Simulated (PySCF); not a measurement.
# CH8FPSi2: the cost of one run

Computed with PySCF 2.14.0, with density-fitted response routines of our own, on a single molecule in the gas phase. Atoms count from 0, in the outputs and in this text.

## 1. The starting structure

13 atoms, charge 0, multiplicity 1; geometry from: GFN2-xTB. The atoms were then displaced at random by about 0.01 Å, so the start is not that level's minimum.

Bonds of the start (Å): C0–Si1 1.92, Si1–Si2 2.34, Si2–F3 1.59, Si2–P4 2.23, C0–H5 1.11, C0–H6 1.09, C0–H7 1.06, Si1–H8 1.45, Si1–H9 1.47, Si2–H10 1.48, P4–H11 1.40, P4–H12 1.39.

## 2. Optimising the geometry at PBE0-D3(BJ)/def2-SVP

Job settings and geometry (Å):

```
{"job": {"xc": "PBE0", "basis": "def2-SVP", "d3": "d3bj", "grid": 1, "shake": 0.01, "kind": "geom"}, "charge": 0, "multiplicity": 1}
C      1.982830     0.286620     0.322220
Si     0.699560    -0.109680    -1.047090
Si    -1.277410    -0.900630    -0.082570
F     -2.148220    -1.412050    -1.306920
P     -2.589990     0.508180     1.050160
H      1.558910     1.040750     1.021060
H      2.877510     0.735220    -0.103320
H      2.263920    -0.566010     0.876940
H      1.304140    -1.086950    -1.933030
H      0.470530     1.112740    -1.827560
H     -1.194620    -2.108960     0.762710
H     -1.602860     0.849410     1.988020
H     -2.338470     1.634480     0.269060
```

Started as:

```bash
> OMP_NUM_THREADS=1 python probes_run.py task.json out
```

This one command runs all jobs of the session in turn.

**Question.** How long does this first job take on 1 thread of Arm Neoverse V1, shared host, and how much memory does it need?

About 70 s, with a peak of 0.51 GiB.
